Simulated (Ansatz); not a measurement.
# BP: a point defect seen from the nuclei (Ge on a P site), part 1 of 2

How do the nuclei near a point defect see it? The defect is Ge on a P site in BP (cell charge -1), first unrelaxed. The cell is a supercell built from a COD entry. Planned: a single point, then a relaxation.

Computed with Ansatz 0.2.0 (DFT, PBE, plane-wave PAW, default files, scalar-relativistic, unless a step's input says otherwise).

### Step 1. The structure to begin with

Symmetry: F-43m, No. 216, cubic system. Conventional cell: a = 13.614 Å, b = 13.614 Å, c = 13.614 Å, α = 90.00°, β = 90.00°, γ = 90.00°. Around B (site symmetry 3m) lie 1 Ge at 1.97 Å and 3 P at 1.97 Å. Around B (site symmetry 2mm) lie 4 P at 1.97 Å. B (site symmetry m) has 4 P at 1.97 Å as nearest neighbours. Around B (site symmetry -43m) lie 4 P at 1.97 Å. B (site symmetry 3m) has 4 P at 1.97 Å as nearest neighbours. Ge (site symmetry -43m) is surrounded by 4 B at 1.97 Å. Around P (site symmetry m) lie 4 B at 1.97 Å. P (site symmetry 3m) has 4 B at 1.97 Å as nearest neighbours. Only part of the 10 independent sites is listed.

Structure file:

```
B Ge P
1.0
     0.00000    6.80700    6.80700
     6.80700    0.00000    6.80700
     6.80700    6.80700    0.00000
B Ge P
27 1 26
Cartesian
  0.0000 0.0000 0.0000
  2.2690 2.2690 0.0000
  4.5380 4.5380 0.0000
  2.2690 0.0000 2.2690
  4.5380 2.2690 2.2690
  6.8070 4.5380 2.2690
  4.5380 0.0000 4.5380
  6.8070 2.2690 4.5380
  9.0760 4.5380 4.5380
  0.0000 2.2690 2.2690
  2.2690 4.5380 2.2690
  4.5380 6.8070 2.2690
  2.2690 2.2690 4.5380
  4.5380 4.5380 4.5380
  6.8070 6.8070 4.5380
  4.5380 2.2690 6.8070
  6.8070 4.5380 6.8070
  9.0760 6.8070 6.8070
  0.0000 4.5380 4.5380
  2.2690 6.8070 4.5380
  4.5380 9.0760 4.5380
  2.2690 4.5380 6.8070
  4.5380 6.8070 6.8070
  6.8070 9.0760 6.8070
  4.5380 4.5380 9.0760
  6.8070 6.8070 9.0760
  9.0760 9.0760 9.0760
  1.1345 1.1345 1.1345
  3.4035 3.4035 1.1345
  5.6725 5.6725 1.1345
  3.4035 1.1345 3.4035
  5.6725 3.4035 3.4035
  7.9415 5.6725 3.4035
  5.6725 1.1345 5.6725
  7.9415 3.4035 5.6725
  10.2105 5.6725 5.6725
  1.1345 3.4035 3.4035
  3.4035 5.6725 3.4035
  5.6725 7.9415 3.4035
  3.4035 3.4035 5.6725
  5.6725 5.6725 5.6725
  7.9415 7.9415 5.6725
  5.6725 3.4035 7.9415
  7.9415 5.6725 7.9415
  10.2105 7.9415 7.9415
  1.1345 5.6725 5.6725
  3.4035 7.9415 5.6725
  5.6725 10.2105 5.6725
  3.4035 5.6725 7.9415
  5.6725 7.9415 7.9415
  7.9415 10.2105 7.9415
  5.6725 5.6725 10.2105
  7.9415 7.9415 10.2105
  10.2105 10.2105 10.2105
```

Atom 28 of the input is the impurity.

### Step 2. First run, atoms as given

File input.yaml:

```yaml
crystal:
  lattice:
    - [0.0, 6.807, 6.807]
    - [6.807, 0.0, 6.807]
    - [6.807, 6.807, 0.0]
  atoms:
    - { symbol: B, position: [0.0, 0.0, 0.0] }
    - { symbol: B, position: [0.0, 0.0, 0.3333333333] }
    - { symbol: B, position: [0.0, 0.0, 0.6666666667] }
    - { symbol: B, position: [0.0, 0.3333333333, 0.0] }
    - { symbol: B, position: [0.0, 0.3333333333, 0.3333333333] }
    - { symbol: B, position: [0.0, 0.3333333333, 0.6666666667] }
    - { symbol: B, position: [0.0, 0.6666666667, 0.0] }
    - { symbol: B, position: [0.0, 0.6666666667, 0.3333333333] }
    - { symbol: B, position: [0.0, 0.6666666667, 0.6666666667] }
    - { symbol: B, position: [0.3333333333, 0.0, 0.0] }
    - { symbol: B, position: [0.3333333333, 0.0, 0.3333333333] }
    - { symbol: B, position: [0.3333333333, 0.0, 0.6666666667] }
    - { symbol: B, position: [0.3333333333, 0.3333333333, 0.0] }
    - { symbol: B, position: [0.3333333333, 0.3333333333, 0.3333333333] }
    - { symbol: B, position: [0.3333333333, 0.3333333333, 0.6666666667] }
    - { symbol: B, position: [0.3333333333, 0.6666666667, 0.0] }
    - { symbol: B, position: [0.3333333333, 0.6666666667, 0.3333333333] }
    - { symbol: B, position: [0.3333333333, 0.6666666667, 0.6666666667] }
    - { symbol: B, position: [0.6666666667, 0.0, 0.0] }
    - { symbol: B, position: [0.6666666667, 0.0, 0.3333333333] }
    - { symbol: B, position: [0.6666666667, 0.0, 0.6666666667] }
    - { symbol: B, position: [0.6666666667, 0.3333333333, 0.0] }
    - { symbol: B, position: [0.6666666667, 0.3333333333, 0.3333333333] }
    - { symbol: B, position: [0.6666666667, 0.3333333333, 0.6666666667] }
    - { symbol: B, position: [0.6666666667, 0.6666666667, 0.0] }
    - { symbol: B, position: [0.6666666667, 0.6666666667, 0.3333333333] }
    - { symbol: B, position: [0.6666666667, 0.6666666667, 0.6666666667] }
    - { symbol: Ge, position: [0.0833333333, 0.0833333333, 0.0833333333] }
    - { symbol: P, position: [0.0833333333, 0.0833333333, 0.4166666667] }
    - { symbol: P, position: [0.0833333333, 0.0833333333, 0.75] }
    - { symbol: P, position: [0.0833333333, 0.4166666667, 0.0833333333] }
    - { symbol: P, position: [0.0833333333, 0.4166666667, 0.4166666667] }
    - { symbol: P, position: [0.0833333333, 0.4166666667, 0.75] }
    - { symbol: P, position: [0.0833333333, 0.75, 0.0833333333] }
    - { symbol: P, position: [0.0833333333, 0.75, 0.4166666667] }
    - { symbol: P, position: [0.0833333333, 0.75, 0.75] }
    - { symbol: P, position: [0.4166666667, 0.0833333333, 0.0833333333] }
    - { symbol: P, position: [0.4166666667, 0.0833333333, 0.4166666667] }
    - { symbol: P, position: [0.4166666667, 0.0833333333, 0.75] }
    - { symbol: P, position: [0.4166666667, 0.4166666667, 0.0833333333] }
    - { symbol: P, position: [0.4166666667, 0.4166666667, 0.4166666667] }
    - { symbol: P, position: [0.4166666667, 0.4166666667, 0.75] }
    - { symbol: P, position: [0.4166666667, 0.75, 0.0833333333] }
    - { symbol: P, position: [0.4166666667, 0.75, 0.4166666667] }
    - { symbol: P, position: [0.4166666667, 0.75, 0.75] }
    - { symbol: P, position: [0.75, 0.0833333333, 0.0833333333] }
    - { symbol: P, position: [0.75, 0.0833333333, 0.4166666667] }
    - { symbol: P, position: [0.75, 0.0833333333, 0.75] }
    - { symbol: P, position: [0.75, 0.4166666667, 0.0833333333] }
    - { symbol: P, position: [0.75, 0.4166666667, 0.4166666667] }
    - { symbol: P, position: [0.75, 0.4166666667, 0.75] }
    - { symbol: P, position: [0.75, 0.75, 0.0833333333] }
    - { symbol: P, position: [0.75, 0.75, 0.4166666667] }
    - { symbol: P, position: [0.75, 0.75, 0.75] }
total_charge: -1
kpoints:
  mp_grid: { grid: [3, 3, 3] }
scf:
  occupations: { method: fermi_dirac, width: 0.01 }
hamiltonian:
  xc: pbe
  pseudopotentials: { kind: paw }
output:
  forces: true
  stress: true
  populations: true
  efg:
    quadrupole_moments_barn: { B: 0.04059, Ge: -0.196 }
    contact_densities: true
  write_density: true
  write_potential: true
  elf: true
  volumetric_format: npy
```

On the command line:

```sh
> ansatz run input.yaml --threads 1 --pin off --max-ram 3072MiB --backend cpu --events-out ev --progress --plain --runs-dir out
```

Standard output:

```text
Warning: RAYON_NUM_THREADS=1 ignored (pool sized by the plan → 1); use --threads N
Engine: ansatz 0.2.0, x86_64-unknown-linux-gnu
Pseudopotentials: kind: paw
Pseudopotential: B, paw, valence charge 3, recommended cutoff 420 eV (normal), B.paw.azcp
Pseudopotential: Ge, paw, valence charge 14, recommended cutoff 420 eV (normal), Ge.paw.azcp
Pseudopotential: P, paw, valence charge 5, recommended cutoff 420 eV (normal), P.paw.azcp
Functional definition: PBE
  parameter kappa = 0.804
  parameter beta = 0.06672455060314922
  exchange = pbe_x(kappa = kappa, mu = beta*pi^2/3)
  correlation = pbe_c(beta = beta)
Crystal: 54 atoms, lattice volume = 630.808 Å³
Basis set: ecut = 420 eV, 12339 PW (Γ), exchange–correlation on 144×144×144 points (8 copies of the dense FFT grid, shifted against one another)
Bands: 167, of which v1, the nominal top of the filled ones, is band 113 counted from 1 (112 counted from 0)
Symmetry: 24 space group operations
Space group: F-43m (ITA 216), of the structure as read, at distance tolerance 8.6e-5 Å
k-points: 4 of 27 (time reversal used)
Non-local potential: B, projectors of the file, l = 0: 2, l = 1: 2, l = 2: 1
Non-local potential: Ge, projectors of the file, l = 0: 2, l = 1: 2, l = 2: 3, l = 3: 1
Non-local potential: P, projectors of the file, l = 0: 2, l = 1: 2, l = 2: 2
PAW form: soft (Blöchl's): semilocal exchange-correlation on the pseudo side does not see the compensation charge
PAW one-centre angular grid: B, 110 points (default); XC on 64 Gauss nodes
PAW one-centre angular grid: Ge, 590 points (default); XC on 64 Gauss nodes
PAW one-centre angular grid: P, 110 points (default); XC on 64 Gauss nodes
Initial density: superposition of atomic densities (neutral atoms scaled as one to the charged cell's electrons: chi_scale 0, normalization atom), corrected by the library's trained network
Initial wavefunctions: pseudopotential atomic-orbital guess
Functional: x = pbe(κ = 0.804, μ = 0.2195149727645171), c = pbe(β = 0.06672455060314922)
SCF iter   1: F=—  HF=-28163.456450 eV  |F-HF|=—  |Δ(HF+E_count)|=         —  Δρ=4.32e-3  dr2=1.22e-1  ethr=1.77e-3  ⟨swp⟩=7.2  Hψ=3408  notcnv=0  defer=19
preconditioner: auto → Resta (q_TF=auto, 2.299 Å⁻¹)  ε∞=4.8  [insulator: Δε(μ)=1.018 eV  Ē_g=11.383 eV  σ=0.010 eV  W_gap=1.00  n_scr=136 (ndim 8)  ℏωp=22.2 eV  f_vac=0.000  D(μ)=0.00/eV (n_scr^D=0)  ε∞_Penn≈4.8]
SCF iter   2: F=—  HF=-28163.417943 eV  |F-HF|=—  |Δ(HF+E_count)|=   3.85e-2  Δρ=1.72e-3  dr2=1.96e-2  ethr=5.40e-5  ⟨swp⟩=2.2  Hψ=1254  notcnv=0  defer=188
SCF iter   3: F=—  HF=-28163.410770 eV  |F-HF|=—  |Δ(HF+E_count)|=   7.17e-3  Δρ=6.17e-4  dr2=2.11e-3  ethr=8.68e-6  ⟨swp⟩=2.0  Hψ=960  notcnv=0  defer=188
[... 1 line left out ...]
SCF iter   5: F=—  HF=-28163.410320 eV  |F-HF|=—  |Δ(HF+E_count)|=   9.91e-5  Δρ=3.87e-5  dr2=9.78e-6  ethr=6.67e-8  ⟨swp⟩=2.0  Hψ=932  notcnv=0  defer=188
SCF iter   6: F=—  HF=-28163.410584 eV  |F-HF|=—  |Δ(HF+E_count)|=   2.64e-4  Δρ=9.07e-6  dr2=5.47e-7  ethr=4.33e-9  ⟨swp⟩=2.0  Hψ=932  notcnv=0  defer=188
SCF iter   7: F=-28163.410585 eV  HF=-28163.410585 eV  |F-HF|=2.54e-9  |Δ(HF+E_count)|=   4.74e-7  Δρ=2.28e-6  dr2=4.34e-8  ethr=4.42e-11  ⟨swp⟩=19.0  Hψ=5929  notcnv=0
SCF 1 converged in 7 iterations: F = -28163.410585 eV  dr2 = 4.34e-8
SCF converged after 7 iterations
Free energy (F): -28163.410585 eV
Harris-Foulkes:  -28163.410585 eV  (|F-HF|=2.54e-9)
Internal energy: -28163.410585 eV  (E = F + TS)
E sigma→0 (E₀):  -28163.410585 eV
Fermi energy:    10.092723 eV
--- Per-component energies (eV) ---
[... 15 lines left out ...]
--- Forces (eV/Å), atoms counted from 1 ---
  atom   1  B     -0.95581985    -0.95581985    -0.95581985
  atom   2  B      0.95581985     0.95581985    -0.95581985
  atom   3  B      0.00000000    -0.00000000     0.28271932
  atom   4  B      0.95581985    -0.95581985     0.95581985
  atom   5  B     -0.02409031     0.05404700     0.05404700
  atom   6  B     -0.05404700     0.02409031     0.05404700
[... 48 lines left out ...]
  max |Σ_I F_I| component: 4.09e-16 eV/Å
[... 56 lines left out ...]
  atom  26  B  V_zz =    -0.017745   η = 0.0000   by run symmetry: allowed   C_q = -0.0174 MHz
            electrostatic potential = -326.063724 V   contact ρ = 486.118704 e/Å³
  atom  27  B  V_zz =    -0.017745   η = 0.0000   by run symmetry: allowed   C_q = -0.0174 MHz
            electrostatic potential = -326.063724 V   contact ρ = 486.118704 e/Å³
  atom  28  Ge V_zz =    +0.000000   η = 0.0000   by run symmetry: forbidden   C_q = -0.0000 MHz
            electrostatic potential = -4323.991030 V   contact ρ = 210238.751752 e/Å³
  atom  29  P  V_zz =    -1.067480   η = 0.2435   by run symmetry: allowed
            electrostatic potential = -1495.722192 V   contact ρ = 16015.942434 e/Å³
  atom  30  P  V_zz =    -1.067480   η = 0.2435   by run symmetry: allowed
            electrostatic potential = -1495.722192 V   contact ρ = 16015.942434 e/Å³
  atom  31  P  V_zz =    -1.067480   η = 0.2435   by run symmetry: allowed
            electrostatic potential = -1495.722192 V   contact ρ = 16015.942434 e/Å³
  atom  32  P  V_zz =    +0.231549   η = 0.0000   by run symmetry: allowed
            electrostatic potential = -1495.566759 V   contact ρ = 16015.934471 e/Å³
  atom  33  P  V_zz =    -1.067480   η = 0.2435   by run symmetry: allowed
            electrostatic potential = -1495.722192 V   contact ρ = 16015.942434 e/Å³
  atom  34  P  V_zz =    -1.067480   η = 0.2435   by run symmetry: allowed
            electrostatic potential = -1495.722192 V   contact ρ = 16015.942434 e/Å³
  atom  35  P  V_zz =    -1.067480   η = 0.2435   by run symmetry: allowed
            electrostatic potential = -1495.722192 V   contact ρ = 16015.942434 e/Å³
  atom  36  P  V_zz =    +0.282278   η = 0.0000   by run symmetry: allowed
            electrostatic potential = -1495.575190 V   contact ρ = 16015.913333 e/Å³
  atom  37  P  V_zz =    -1.067480   η = 0.2435   by run symmetry: allowed
            electrostatic potential = -1495.722192 V   contact ρ = 16015.942434 e/Å³
  atom  38  P  V_zz =    +0.231549   η = 0.0000   by run symmetry: allowed
            electrostatic potential = -1495.566759 V   contact ρ = 16015.934471 e/Å³
  atom  39  P  V_zz =    -1.067480   η = 0.2435   by run symmetry: allowed
            electrostatic potential = -1495.722192 V   contact ρ = 16015.942434 e/Å³
  atom  40  P  V_zz =    +0.231549   η = 0.0000   by run symmetry: allowed
            electrostatic potential = -1495.566759 V   contact ρ = 16015.934471 e/Å³
  atom  41  P  V_zz =    +0.231549   η = 0.0000   by run symmetry: allowed
            electrostatic potential = -1495.566759 V   contact ρ = 16015.934471 e/Å³
  atom  42  P  V_zz =    +0.152361   η = 0.8054   by run symmetry: allowed
            electrostatic potential = -1495.516332 V   contact ρ = 16015.919054 e/Å³
  atom  43  P  V_zz =    -1.067480   η = 0.2435   by run symmetry: allowed
            electrostatic potential = -1495.722192 V   contact ρ = 16015.942434 e/Å³
  atom  44  P  V_zz =    +0.152361   η = 0.8054   by run symmetry: allowed
            electrostatic potential = -1495.516332 V   contact ρ = 16015.919054 e/Å³
  atom  45  P  V_zz =    +0.152361   η = 0.8054   by run symmetry: allowed
            electrostatic potential = -1495.516332 V   contact ρ = 16015.919054 e/Å³
  atom  46  P  V_zz =    -1.067480   η = 0.2435   by run symmetry: allowed
            electrostatic potential = -1495.722192 V   contact ρ = 16015.942434 e/Å³
  atom  47  P  V_zz =    -1.067480   η = 0.2435   by run symmetry: allowed
            electrostatic potential = -1495.722192 V   contact ρ = 16015.942434 e/Å³
  atom  48  P  V_zz =    +0.282278   η = 0.0000   by run symmetry: allowed
            electrostatic potential = -1495.575190 V   contact ρ = 16015.913333 e/Å³
  atom  49  P  V_zz =    -1.067480   η = 0.2435   by run symmetry: allowed
            electrostatic potential = -1495.722192 V   contact ρ = 16015.942434 e/Å³
  atom  50  P  V_zz =    +0.152361   η = 0.8054   by run symmetry: allowed
            electrostatic potential = -1495.516332 V   contact ρ = 16015.919054 e/Å³
  atom  51  P  V_zz =    +0.152361   η = 0.8054   by run symmetry: allowed
            electrostatic potential = -1495.516332 V   contact ρ = 16015.919054 e/Å³
  atom  52  P  V_zz =    +0.282278   η = 0.0000   by run symmetry: allowed
            electrostatic potential = -1495.575190 V   contact ρ = 16015.913333 e/Å³
  atom  53  P  V_zz =    +0.152361   η = 0.8054   by run symmetry: allowed
            electrostatic potential = -1495.516332 V   contact ρ = 16015.919054 e/Å³
  atom  54  P  V_zz =    +0.282278   η = 0.0000   by run symmetry: allowed
            electrostatic potential = -1495.575190 V   contact ρ = 16015.913333 e/Å³
--- Band table (eV) ---
[... 4 lines left out ...]
--- Löwdin populations: 54 sites ---
  site symbol       q [e]
[... 54 lines left out ...]
  spilling = 0.007433 (of n_electrons = 226.000000)
```

Wall time 27 s (1 thread of AMD EPYC 9R45 (Zen 5), shared host); peak memory 1.2 GiB.

At the end: gap on the mesh 1.03 eV, largest force 1.656 eV/Å, pressure 1.6 GPa.

Like atoms gathered into sites:

```csv
site,atoms,distance from the defect (Å),V_zz (10²¹ V/m²),η,C_Q (MHz)
Ge,28,0.00,0.00,–,0 (⁷³Ge)
B1,"1, 2, 4, 10",1.97,-0.99,0.00,-0.970 (¹¹B)
P29,"29, 30, 31, 33, …",3.21,-1.07,0.24,–
B5,"5, 6, 8, 11, …",3.76,0.063,0.74,0.062 (¹¹B)
P42,"42, 44, 45, 50, …",4.54,0.15,0.81,–
B3,"3, 7, 9, 19, …",4.95,0.12,0.99,0.120 (¹¹B)
P36,"36, 48, 52, 54",5.56,0.28,0.00,–
P32,"32, 38, 40, 41",5.56,0.23,0.00,–
B18,"18, 24, 26, 27",5.90,-0.018,0.00,-0.017 (¹¹B)
B14,14,5.90,0.00,–,0 (¹¹B)
```

V_zz is the principal component of the electric field gradient with the largest magnitude, η = (V_xx − V_yy)/V_zz and C_Q = eQV_zz/h. Quadrupole moments are those of Pyykkö's year-2017 table. A dash under C_Q marks elements without a common quadrupolar isotope.

Direction of the V_zz axis (Cartesian unit vector):

| site | atom | x | y | z |
| --- | --- | --- | --- | --- |
| B1 | 1 | 0.58 | 0.58 | 0.58 |
| B5 | 5 | -0.15 | 0.70 | 0.70 |
| P29 | 29 | 0.60 | 0.60 | 0.52 |
| P32 | 32 | 0.58 | -0.58 | -0.58 |
| P36 | 36 | 0.58 | -0.58 | -0.58 |
| P42 | 42 | 0.71 | -0.71 | 0.00 |

Density in a lattice plane of the grid's cell (edges 9.63 and 9.63 Å, at 0.083 of the third edge), which holds Ge and P.

Ten even steps from ' ' (0.06 e/Å³) to '@' (39.68 e/Å³):
```
                                                
                                                
                                                
                                                
                                                
                                                
                                                
                                                
                                                
                                                
                                                
                                                
                                                
                                                
                                                
                                                
                                                
  --@@..                                        
    ==--                                        
                                                
```
Columns run along the first of these edges and rows up along the second, over one cell in 24 and 20 even steps from the bottom left corner. Atoms in the plane (fractional): Ge at (0.08, 0.08), P at (0.08, 0.42), P at (0.08, 0.75), P at (0.42, 0.08), P at (0.42, 0.42), P at (0.42, 0.75), P at (0.75, 0.08), P at (0.75, 0.42), P at (0.75, 0.75).

ELF in the same plane.

Ten even steps from ' ' (0.00) to '@' (0.91):
```
++##**==--**##**++****++++****++++****++++****++
%%%%**::....==##%%%%++::....--##@@%%++::....==##
@@@@%%==..  ::**@@@@%%++..  ::**@@@@%%==..  ::##
**----**++::::++**----**++::::++++----**++::::++
%%..  ..%%##++##%%::  ..%%##++##%%::  ..%%##==##
@@@@--::@@@@####@@@@==::@@@@####@@@@--::@@@@##**
**@@%%**%%@@%%==**@@%%**%%@@%%==**@@%%**%%@@%%==
****++==--==++******++==--==++******++==--==++**
@@@@##::    --##@@@@**::    --##@@@@**::    --##
%%@@%%**::  ::**%%@@%%**::  ::**%%@@%%**::  ::**
**    ==**----**++    ==**----**++    ==##==--**
@@++  ..@@%%**##@@++  ..@@%%**##@@++  ..@@%%++##
%%@@##--@@@@%%**@@@@##==@@@@##**@@@@##==@@@@##++
++##%%****%%##++++##%%****%%##==++##%%****%%##++
%%%%++--::::==##%%##++::::::==##%%##++::::--++%%
####**--    ::##@@@@%%--    ::##@@@@%%--    ::**
--::::----..::++######**--..::++####****--..::--
--    ..==++==####    ::%%++==####    ::##++==++
##::    --######@@%%....@@@@####@@%%....@@@@##%%
%%##==--==##%%++##@@%%**%%@@%%++%%@@%%**%%@@##++
```
Columns run along the first of these edges and rows up along the second, over one cell in 24 and 20 even steps from the bottom left corner. Atoms in the plane (fractional): Ge at (0.08, 0.08), P at (0.08, 0.42), P at (0.08, 0.75), P at (0.42, 0.08), P at (0.42, 0.42), P at (0.42, 0.75), P at (0.75, 0.08), P at (0.75, 0.42), P at (0.75, 0.75).

Both are smooth fields of the valence electrons: close to the nuclei they are not physical.

Outside the cores ELF peaks at 0.96 on the P–B line, 1.0 Å from P; 0.90 on the B–Ge line, 0.7 Å from B.

(Continued in part 2 of 2.)
